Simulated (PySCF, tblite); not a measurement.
# C6H13F: a rotation path, then NMR shifts on frames, part 2 of 2

tblite 0.8.0 and PySCF 2.14.0. Atoms count from 0. The steps go on from the part before.

## Step 5: NMR shieldings: image 4, PBE0/pcSseg-1

What the job is given:

```
{"job": {"kind": "nmr", "xc": "PBE0", "basis": "pcSseg-1", "pop": false}, "charge": 0, "multiplicity": 1}
C     -1.433400     0.179600    -1.267900
C     -1.111900    -0.555900     0.033600
C     -2.030100    -0.036800     1.141300
C      0.371600    -0.467400     0.476200
C      1.292600     0.354000    -0.427500
C      2.734500     0.320000     0.057800
F      3.251800    -0.950100    -0.049400
H     -0.878700    -0.234900    -2.106200
H     -1.210000     1.240000    -1.188800
H     -2.493900     0.077300    -1.487600
H     -1.356200    -1.611300    -0.124400
H     -1.838500     1.016000     1.335800
H     -1.875500    -0.594800     2.062500
H     -3.073300    -0.143900     0.851500
H      0.415000    -0.034900     1.478600
H      0.785600    -1.475500     0.546900
H      0.979600     1.397900    -0.449400
H      1.272400    -0.040200    -1.444000
H      3.372300     0.966900    -0.554100
H      2.821000     0.604600     1.112100
```

Method: GIAO PBE0/pcSseg-1 NMR shielding, non-relativistic, gas phase.

What it wrote:

```text
coarse grid: 15664 points
cycle   1  E = -335.7557842485  dE =  4.947e-01  |g| = 5.707e-01  |ddm| = 3.666e+00
cycle   2  E = -335.7267871448  dE =  2.900e-02  |g| = 7.266e-01  |ddm| = 9.830e-01
cycle   3  E = -335.8251680397  dE = -9.838e-02  |g| = 6.297e-02  |ddm| = 5.503e-01
cycle   4  E = -335.8257477546  dE = -5.797e-04  |g| = 2.924e-02  |ddm| = 5.404e-02
cycle   5  E = -335.8259194020  dE = -1.716e-04  |g| = 4.620e-03  |ddm| = 2.351e-02
cycle   6  E = -335.8259234934  dE = -4.091e-06  |g| = 1.529e-03  |ddm| = 5.684e-03
final grid: 148688 points
cycle   7  E = -335.8765224363  dE = -6.478e-05  |g| = 1.107e-02  |ddm| = 4.012e-02
cycle   8  E = -335.8765084471  dE =  1.399e-05  |g| = 1.381e-02  |ddm| = 2.079e-02
cycle   9  E = -335.8765526789  dE = -4.423e-05  |g| = 1.089e-03  |ddm| = 1.132e-02
cycle  10  E = -335.8765528616  dE = -1.827e-07  |g| = 2.740e-04  |ddm| = 9.657e-04
cycle  11  E = -335.8765528726  dE = -1.102e-08  |g| = 6.754e-05  |ddm| = 2.277e-04
cycle  12  E = -335.8765528735  dE = -8.952e-10  |g| = 2.384e-05  |ddm| = 7.374e-05
converged SCF energy = -335.8765528735

GIAO shielding tensors (ppm)
atom      isotropic    diamagn.    paramagn.     s11        s22        s33       span
  0 C      166.002     248.325     -82.323    153.080    162.334    182.593     29.513
  1 C      160.395     244.900     -84.505    151.515    160.200    169.469     17.954
  2 C      158.051     247.745     -89.693    133.116    156.534    184.504     51.388
  3 C      153.993     249.353     -95.360    122.868    159.780    179.332     56.464
  4 C      155.766     249.089     -93.322    144.394    150.247    172.658     28.265
  5 C       99.993     239.250    -139.257     63.105     86.086    150.788     87.683
  6 F      423.228     472.878     -49.650    373.518    432.985    463.180     89.663
  7 H       30.449      31.407      -0.958     25.482     29.112     36.753     11.271
  8 H       30.996      31.858      -0.862     27.268     30.167     35.554      8.286
  9 H       30.926      30.161       0.764     26.353     28.782     37.642     11.289
 10 H       29.809      32.269      -2.460     25.943     27.795     35.688      9.745
 11 H       30.930      31.083      -0.154     27.771     29.374     35.644      7.873
 12 H       30.480      30.267       0.213     26.158     28.236     37.047     10.888
 13 H       30.784      29.751       1.033     26.189     28.336     37.825     11.636
 14 H       30.911      33.985      -3.074     25.371     32.378     34.984      9.614
 15 H       29.280      32.674      -3.393     23.584     30.052     34.204     10.620
 16 H       30.488      32.894      -2.406     25.485     31.154     34.826      9.341
 17 H       29.889      32.271      -2.382     24.723     30.889     34.054      9.330
 18 H       26.777      26.874      -0.097     21.881     27.322     31.129      9.248
 19 H       27.236      28.180      -0.944     22.844     27.762     31.104      8.259
```

It took 76 s on 1 thread, shared host.

Key values: δ C5 86.9, C3 32.9, C4 31.2, C2 28.9, H18 4.94, H19 4.48 ppm.

## Step 6: NMR shieldings: image 6, PBE0/pcSseg-1

What the job is given:

```
{"job": {"kind": "nmr", "xc": "PBE0", "basis": "pcSseg-1", "pop": false}, "charge": 0, "multiplicity": 1}
C     -1.430300    -0.081200    -1.342200
C     -1.130100    -0.599000     0.063400
C     -1.911200     0.215100     1.094900
C      0.377600    -0.634000     0.384800
C      1.204400     0.493500    -0.234900
C      2.678400     0.373800     0.124900
F      3.213600    -0.774700    -0.411700
H     -0.900200    -0.664800    -2.092200
H     -1.144200     0.962700    -1.441100
H     -2.496300    -0.153800    -1.544500
H     -1.494200    -1.630500     0.124900
H     -1.583500     1.251200     1.108200
H     -1.781700    -0.204800     2.090500
H     -2.973300     0.197800     0.859000
H      0.498800    -0.601800     1.470500
H      0.796300    -1.582200     0.040700
H      0.852500     1.467200     0.107400
H      1.126200     0.454600    -1.322000
H      3.256300     1.206400    -0.290500
H      2.836000     0.315100     1.206900
```

Level: GIAO PBE0/pcSseg-1 NMR shielding, non-relativistic, gas phase.

What it wrote:

```text
coarse grid: 15664 points
cycle   1  E = -335.7592113317  dE =  4.985e-01  |g| = 5.721e-01  |ddm| = 3.644e+00
cycle   2  E = -335.7292579716  dE =  2.995e-02  |g| = 7.306e-01  |ddm| = 9.875e-01
cycle   3  E = -335.8290018594  dE = -9.974e-02  |g| = 6.223e-02  |ddm| = 5.543e-01
cycle   4  E = -335.8295660714  dE = -5.642e-04  |g| = 2.913e-02  |ddm| = 5.365e-02
cycle   5  E = -335.8297356359  dE = -1.696e-04  |g| = 4.915e-03  |ddm| = 2.347e-02
cycle   6  E = -335.8297403189  dE = -4.683e-06  |g| = 1.549e-03  |ddm| = 5.983e-03
final grid: 148688 points
cycle   7  E = -335.8808955695  dE = -6.855e-05  |g| = 1.081e-02  |ddm| = 3.870e-02
cycle   8  E = -335.8808826685  dE =  1.290e-05  |g| = 1.335e-02  |ddm| = 2.029e-02
cycle   9  E = -335.8809248344  dE = -4.217e-05  |g| = 1.067e-03  |ddm| = 1.101e-02
cycle  10  E = -335.8809250081  dE = -1.737e-07  |g| = 2.900e-04  |ddm| = 9.909e-04
cycle  11  E = -335.8809250202  dE = -1.208e-08  |g| = 7.046e-05  |ddm| = 2.338e-04
cycle  12  E = -335.8809250211  dE = -9.463e-10  |g| = 2.458e-05  |ddm| = 7.588e-05
converged SCF energy = -335.8809250211

GIAO shielding tensors (ppm)
atom      isotropic    diamagn.    paramagn.     s11        s22        s33       span
  0 C      165.110     248.688     -83.578    154.152    159.196    181.982     27.830
  1 C      158.543     245.073     -86.531    151.951    158.622    165.055     13.104
  2 C      161.832     247.769     -85.937    136.696    161.371    187.429     50.733
  3 C      152.529     249.369     -96.840    129.212    153.879    174.496     45.284
  4 C      157.978     249.269     -91.291    146.478    156.474    170.983     24.505
  5 C       99.749     239.306    -139.557     62.708     85.994    150.547     87.839
  6 F      423.970     473.107     -49.137    375.540    434.745    461.625     86.085
  7 H       30.640      31.205      -0.565     26.085     28.537     37.298     11.213
  8 H       30.967      31.854      -0.887     27.144     30.592     35.166      8.023
  9 H       30.783      30.155       0.628     26.331     28.441     37.578     11.247
 10 H       29.772      32.174      -2.403     25.905     27.567     35.843      9.937
 11 H       30.796      31.253      -0.457     27.144     29.867     35.377      8.233
 12 H       30.674      30.419       0.255     26.289     28.196     37.537     11.248
 13 H       30.752      29.804       0.947     26.166     28.502     37.587     11.422
 14 H       30.688      33.678      -2.991     25.676     31.072     35.315      9.639
 15 H       29.471      32.693      -3.222     23.733     30.155     34.526     10.794
 16 H       30.651      32.661      -2.010     25.712     31.009     35.231      9.518
 17 H       29.918      32.375      -2.457     24.584     31.426     33.744      9.160
 18 H       26.713      26.994      -0.281     21.814     27.179     31.146      9.332
 19 H       27.189      28.183      -0.993     22.705     27.689     31.174      8.469
```

Run time: 66 s. Hardware: 1 thread, shared host.

In short: δ C5 87.2, C3 34.4, C4 28.9, C1 28.4, H18 5.00, H19 4.53 ppm.

## Step 7: Shielding tensors: image 8, PBE0/pcSseg-1

What the job is given:

```
{"job": {"kind": "nmr", "xc": "PBE0", "basis": "pcSseg-1", "pop": false}, "charge": 0, "multiplicity": 1}
C     -1.488200    -0.308200    -1.390300
C     -1.137400    -0.606700     0.066000
C     -1.790200     0.415200     0.994700
C      0.377700    -0.698700     0.291000
C      1.157300     0.580600    -0.011500
C      2.650600     0.375300     0.198600
F      3.148400    -0.528300    -0.711900
H     -0.968000    -0.991600    -2.057500
H     -1.217600     0.710400    -1.656900
H     -2.558300    -0.422400    -1.548600
H     -1.546700    -1.593800     0.312600
H     -1.472500     1.425200     0.747300
H     -1.530000     0.213900     2.031800
H     -2.872800     0.370900     0.899600
H      0.556000    -0.978900     1.332700
H      0.776400    -1.497400    -0.338300
H      0.838900     1.391800     0.643900
H      0.994200     0.882300    -1.046500
H      3.210200     1.305000     0.049200
H      2.866800    -0.034100     1.191200
```

With the program's defaults for keys left out, this is: GIAO PBE0/pcSseg-1 NMR shielding, non-relativistic, gas phase.

What it wrote:

```text
coarse grid: 15664 points
cycle   1  E = -335.7619745973  dE =  5.055e-01  |g| = 5.733e-01  |ddm| = 3.636e+00
cycle   2  E = -335.7314020235  dE =  3.057e-02  |g| = 7.332e-01  |ddm| = 9.852e-01
cycle   3  E = -335.8320707811  dE = -1.007e-01  |g| = 6.187e-02  |ddm| = 5.529e-01
cycle   4  E = -335.8326287077  dE = -5.579e-04  |g| = 2.905e-02  |ddm| = 5.326e-02
cycle   5  E = -335.8327971844  dE = -1.685e-04  |g| = 5.049e-03  |ddm| = 2.330e-02
cycle   6  E = -335.8328021240  dE = -4.940e-06  |g| = 1.559e-03  |ddm| = 6.066e-03
final grid: 148688 points
cycle   7  E = -335.8837901884  dE = -5.751e-05  |g| = 1.060e-02  |ddm| = 3.031e-02
cycle   8  E = -335.8837765691  dE =  1.362e-05  |g| = 1.329e-02  |ddm| = 1.967e-02
cycle   9  E = -335.8838179435  dE = -4.137e-05  |g| = 9.957e-04  |ddm| = 1.098e-02
cycle  10  E = -335.8838180941  dE = -1.506e-07  |g| = 2.690e-04  |ddm| = 8.756e-04
cycle  11  E = -335.8838181047  dE = -1.055e-08  |g| = 6.320e-05  |ddm| = 2.062e-04
cycle  12  E = -335.8838181054  dE = -7.688e-10  |g| = 2.221e-05  |ddm| = 6.720e-05
converged SCF energy = -335.8838181054

GIAO shielding tensors (ppm)
atom      isotropic    diamagn.    paramagn.     s11        s22        s33       span
  0 C      164.625     248.141     -83.516    147.205    159.155    187.515     40.311
  1 C      156.722     245.419     -88.697    151.929    156.351    161.886      9.957
  2 C      164.604     248.290     -83.686    146.283    159.628    187.901     41.618
  3 C      149.217     249.827    -100.611    131.289    145.425    170.935     39.647
  4 C      160.075     249.156     -89.080    149.482    159.210    171.534     22.053
  5 C       99.464     239.538    -140.074     62.478     85.927    149.988     87.510
  6 F      423.056     473.382     -50.326    374.861    433.850    460.457     85.596
  7 H       30.732      30.851      -0.119     26.260     28.570     37.366     11.106
  8 H       30.802      31.491      -0.689     27.025     30.136     35.247      8.222
  9 H       30.596      29.866       0.730     26.261     28.097     37.430     11.169
 10 H       29.791      32.160      -2.369     26.155     27.274     35.945      9.790
 11 H       30.832      31.550      -0.718     26.946     30.391     35.158      8.212
 12 H       30.819      30.875      -0.056     26.429     28.363     37.665     11.236
 13 H       30.596      29.882       0.714     26.267     28.159     37.361     11.094
 14 H       30.479      33.501      -3.022     25.789     29.957     35.693      9.904
 15 H       29.692      32.993      -3.301     24.645     30.128     34.301      9.656
 16 H       30.587      32.618      -2.030     25.068     31.333     35.361     10.293
 17 H       29.963      32.240      -2.277     24.784     31.125     33.981      9.197
 18 H       26.680      27.065      -0.386     21.746     27.161     31.132      9.386
 19 H       27.193      28.232      -1.039     22.640     27.691     31.247      8.607
```

It took 70 s on 1 thread, shared host.

In short: δ C5 87.5, C3 37.7, C1 30.2, C4 26.8, H18 5.04, H19 4.52 ppm.

## Step 8: Comparing the runs: NMR shifts

Shifts (ppm) of some atoms, chosen among heavy atoms and hydrogens apart, with basis size and wall time:

```tsv
frame	C3	C4	C1	C2	C0	H10	H14	functions	time
image 0	39.4	34.4	32.6	26.9	22.8	1.36	0.66	184	71 s
image 2	36.5	33.4	29.5	27.7	22.1	1.67	0.65	184	69 s
image 4	32.9	31.2	26.5	28.9	20.9	1.91	0.81	184	76 s
image 6	34.4	28.9	28.4	25.1	21.8	1.95	1.03	184	66 s
image 8	37.7	26.8	30.2	22.3	22.3	1.93	1.24	184	70 s
```

## Step 9: What came out

The summary covers parts 1 to 2.

| quantity | value |
| --- | --- |
| barrier | 0.188 eV (4.3 kcal/mol) at image 4 |
| end to end (GFN2-xTB) | 0.027 eV |
| ¹³C shifts against TMS (PBE0/pcSseg-1, image 0) | 87.1, 39.4, 34.4, 32.6, 26.9, 22.8 ppm |
| ¹H shifts against TMS (PBE0/pcSseg-1, image 0) | 5.00, 4.53, 2.01, 1.62, 1.43, 1.36, 1.34, 1.21, 1.13, 1.03, 0.78, 0.66, 0.39 ppm |
| ¹⁹F shifts against CFCl3 (PBE0/pcSseg-1, image 0) | -251.9 ppm |
| range of the shift of C4 | 26.8 to 34.4 ppm |

What this shows: Along the band the dihedral turns by 126°, and the top (dihedral 1°) lies 4.3 kcal/mol above the start (GFN2-xTB, rough), so at room temperature this motion is fast. Ends this close can change order at a higher level. The top was not checked by a frequency run. Shifts at one fixed geometry are not the observed spectrum, which averages over the motion. In ppm, C4 moves most: its shift spreads over 7.5 ppm, from 26.8 (image 8) to 34.4 (image 0).
